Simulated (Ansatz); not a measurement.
# a series on the Cu3Au structure: BC3, GaC3, TlC3: a table of relaxed lattice constants and trends

Computed with Ansatz 0.2.0, Python API.

At the Python prompt:
```pycon
>>> import warnings
>>> import ansatz as az
>>> import numpy as np
>>> def cu3au(A, B, a):
...     return (
...         az.Lattice.cubic(a)
...         .space_group(221)
...         .atom(A, [0, 0, 0])
...         .atom(B, [0, 0.5, 0.5])
...     )
...
>>> def compute(name, crystal):
...     calc = crystal.calculation()
...     calc = calc.functional("mr2scan")
...     calc = calc.eigensolver("auto").basis(450)
...     calc = calc.scf(tolerance=1e-09, max_iterations=150)
...     calc = calc.kpoints(spacing=0.3).occupations("cold", width=0.05)
...     calc = calc.stress()
...     calc = calc.band_table()
...     calc = calc.relax(force_tolerance=0.03, max_steps=40, cell=True)
...     return calc.run(threads=1)
...
>>> def volume_per_atom(outcome):
...     return abs(np.linalg.det(outcome.lattice.cell_ang)) / len(outcome.lattice.sites)
...
>>> # rough a for each member; the cell is relaxed
>>> warnings.simplefilter("ignore")
>>> phases = {}
>>> phases["BC3"] = cu3au("B", "C", 2.59)
>>> phases["GaC3"] = cu3au("Ga", "C", 3.21)
>>> phases["TlC3"] = cu3au("Tl", "C", 3.58)
>>> done = {name: compute(name, crystal) for name, crystal in phases.items()}
>>> rows = [(name, float(np.linalg.norm(o.lattice.cell_ang[0])), volume_per_atom(o)) for name, o in done.items()]
>>> print("| compound | a (A) | V (A^3/atom) |")
| compound | a (A) | V (A^3/atom) |
>>> print("| --- | --- | --- |")
| --- | --- | --- |
>>> for row in rows:
...     print(f"| {row[0]} | {row[1]:.3f} | {row[2]:.3f} |")
...
| BC3 | 3.021 | 6.891 |
| GaC3 | 3.311 | 9.078 |
| TlC3 | 3.634 | 12.002 |
```

From smallest to largest: BC3 (6.89 Å³), GaC3 (9.08 Å³) and TlC3 (12.00 Å³). The largest is 74 % above the smallest.

These settings explore the input space; cutoff and mesh may be short of convergence. The cutoff lies under the one recommended for these potentials. For the metals among these phases the mesh is modest: differences between phases can be off by up to 40 meV an atom. The program warned that this SCF threshold is loose for forces or stresses. Spin-orbit coupling, which matters for elements this heavy, is left out. The cells are built on a prototype by substitution; a member may or may not take this structure in nature. The script silences warnings, which a real study should read. Timing: 50 s on 1 thread of AMD EPYC 7R43 64-Core Processor (Zen 3), with other jobs on the host, peak memory 0.5 GiB.
